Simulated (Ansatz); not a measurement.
# BClFH2N: the cost of one run

Method: RKS BLYP-D4/def2-SVP, in Ansatz 0.2.0.

## (1) The starting structure

Bond lengths: B1–Cl2 1.860 Å, B1–N3 1.550 Å, N3–H4 1.060 Å, N3–H5 1.060 Å, B1–F6 1.320 Å. Angles: Cl2–B1–N3 120.0°, Cl2–B1–F6 120.0°, N3–B1–F6 120.0°, B1–N3–H4 120.0°, B1–N3–H5 120.0°, H4–N3–H5 120.0°.

As a file:

```xyz
6

B     0.0000    0.0000    0.0000
Cl    0.0000    0.0000    1.8600
N     1.3423    0.0000   -0.7750
H     1.8089   -0.9179   -1.0268
H     1.7937    0.9179   -1.0532
F    -1.1431    0.0000   -0.6600
```

## (2) Preparing the start

The input, input.yaml:

```yaml
crystal:
  periodic: [false, false, false]
  atoms:
    - { symbol: B, position_ang: [0.0, 0.0, 0.0] }
    - { symbol: Cl, position_ang: [0.0, 0.0, 1.86] }
    - { symbol: "N", position_ang: [1.3423, 0.0, -0.775] }
    - { symbol: H, position_ang: [1.8089, -0.9179, -1.0268] }
    - { symbol: H, position_ang: [1.7937, 0.9179, -1.0532] }
    - { symbol: F, position_ang: [-1.1431, 0.0, -0.66] }
basis:
  gaussian: { orbitals: def2-SVP }
hamiltonian:
  xc: blyp
  dispersion: d4
relax:
  f_tol: 0.02
  max_steps: 40
output:
  orbitals: {}
```

Started as:

```
$ ansatz run input.yaml --threads 1 --pin off --max-ram 2048MiB --backend cpu --events-out ev --progress --plain --runs-dir out
```

What time and memory should one allow on 1 thread of Intel Xeon 6975P-C (Granite Rapids), shared host?

About 12 s, with a peak of 0.17 GiB.
